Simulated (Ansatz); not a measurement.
**ClFH3NOZr: up Jacob's ladder to CCSD(T)**

One table from this session's results is given with a row withheld; the runs are named, their logs left out.

Program: Ansatz 0.2.0, Gaussian basis. Level of theory: functionals in def2-TZVPP, the program's frozen cores in correlated methods. These are calculated values, not measurements.

Plan: LDA (SPW92), PBE-D4, revPBE-D4, BLYP-D4, r2SCAN-D4, B97M-V, PBE0-D4, B3LYP-D4, r2SCANh-D4, r2SCAN0-D4, HSE06-D4, BHLYP-D4, CAM-B3LYP-D4, LC-ωPBE, ωB97X-V, ωB97M-V, B2PLYP, PBE-QIDH; CCSD(T)/def2-SVP; CCSD(T)/def2-TZVPP; MP2/def2-QZVPP; extrapolation to the limit; RPA on PBE.

## Structure used throughout

All runs share one geometry, relaxed beforehand with PBE0-D4 in a triple-zeta def2 set. Zr takes the def2 core potential; no spin-orbit term is included.

8 atoms, charge 0, spin multiplicity 1.

Atoms are counted from 1 here; the program's logs count them from 0.

Bond lengths: N1–Zr2 2.014 Å, N1–H6 1.011 Å, N1–H7 1.012 Å, Zr2–O3 1.904 Å, Zr2–F4 1.909 Å, Zr2–Cl5 2.373 Å, O3–H8 0.953 Å. Angles: Zr2–N1–H6 125.7°, Zr2–N1–H7 125.2°, H6–N1–H7 109.0°, N1–Zr2–O3 106.2°, N1–Zr2–F4 108.4°, N1–Zr2–Cl5 109.7°, O3–Zr2–F4 114.1°, O3–Zr2–Cl5 111.0°, F4–Zr2–Cl5 107.5°, Zr2–O3–H8 164.5°.

Coordinates:

```tsv
atom	x (Å)	y (Å)	z (Å)
N1	1.1298	0.9434	0.3489
Zr2	-0.2795	-0.2227	-0.4938
O3	-1.0030	-1.2835	0.9115
F4	0.5349	-1.2341	-1.8927
Cl5	-1.9556	1.1367	-1.4799
H6	1.2616	1.0872	1.3405
H7	1.8194	1.4833	-0.1573
H8	-1.5075	-1.9103	1.4228
```

Set-up of the first run:

in.yaml

```yaml
crystal:
  periodic: [false, false, false]
  atoms:
    - {symbol: N, position_ang: [1.129789, 0.943435, 0.348871]}
    - {symbol: Zr, position_ang: [-0.279512, -0.222744, -0.493792]}
    - {symbol: O, position_ang: [-1.002992, -1.283505, 0.911529]}
    - {symbol: F, position_ang: [0.534878, -1.234106, -1.892740]}
    - {symbol: Cl, position_ang: [-1.955620, 1.136737, -1.479913]}
    - {symbol: H, position_ang: [1.261564, 1.087172, 1.340546]}
    - {symbol: H, position_ang: [1.819402, 1.483339, -0.157298]}
    - {symbol: H, position_ang: [-1.507518, -1.910319, 1.422797]}
basis:
  gaussian: {orbitals: def2-TZVPP}
hamiltonian: {xc: lda}
output: {orbitals: {seedname: orbitals}}
```

The run is started by

```
$ ansatz run in.yaml --threads 4 --pin off --events-out ev --progress --plain --max-ram 10444MiB
```

Steps of the session up to this table: LDA; PBE-D4 (GGA); revPBE-D4 (GGA); BLYP-D4 (GGA); r2SCAN-D4 (meta-GGA); B97M-V (meta-GGA); PBE0-D4 (hybrid); B3LYP-D4 (hybrid); r2SCANh-D4 (hybrid); r2SCAN0-D4 (hybrid); HSE06-D4 (hybrid); BHLYP-D4 (hybrid); CAM-B3LYP-D4 (range-separated); LC-ωPBE (range-separated); ωB97X-V (range-separated); ωB97M-V (range-separated); B2PLYP (double hybrid); PBE-QIDH (double hybrid).

One table of the session follows, with a row left open; its other results are not shown here.

It belongs to the step «Orbital energies across the functionals». 

| functional | HOMO (eV) | gap (eV) |
| --- | --- | --- |
| LDA (SPW92) | -6.67 | 4.66 |
| PBE-D4 | ? | ? |
| revPBE-D4 | -6.39 | 4.72 |
| BLYP-D4 | -6.33 | 4.68 |
| r2SCAN-D4 | -6.77 | 5.21 |
| B97M-V | -6.80 | 5.29 |
| PBE0-D4 | -7.87 | 7.01 |
| B3LYP-D4 | -7.62 | 6.52 |
| r2SCANh-D4 | -7.30 | 6.07 |
| r2SCAN0-D4 | -8.09 | 7.37 |
| HSE06-D4 | -7.46 | 6.23 |
| BHLYP-D4 | -9.17 | 9.19 |
| CAM-B3LYP-D4 | -9.29 | 9.45 |
| LC-ωPBE | -10.69 | 11.90 |
| ωB97X-V | -10.30 | 11.38 |
| ωB97M-V | -10.20 | 10.74 |

Estimate the missing values for PBE-D4.

The run gave: HOMO (eV): -6.47; gap (eV): 4.70. In the column «HOMO (eV)» it lies between LDA (SPW92) (-6.67) and revPBE-D4 (-6.39).
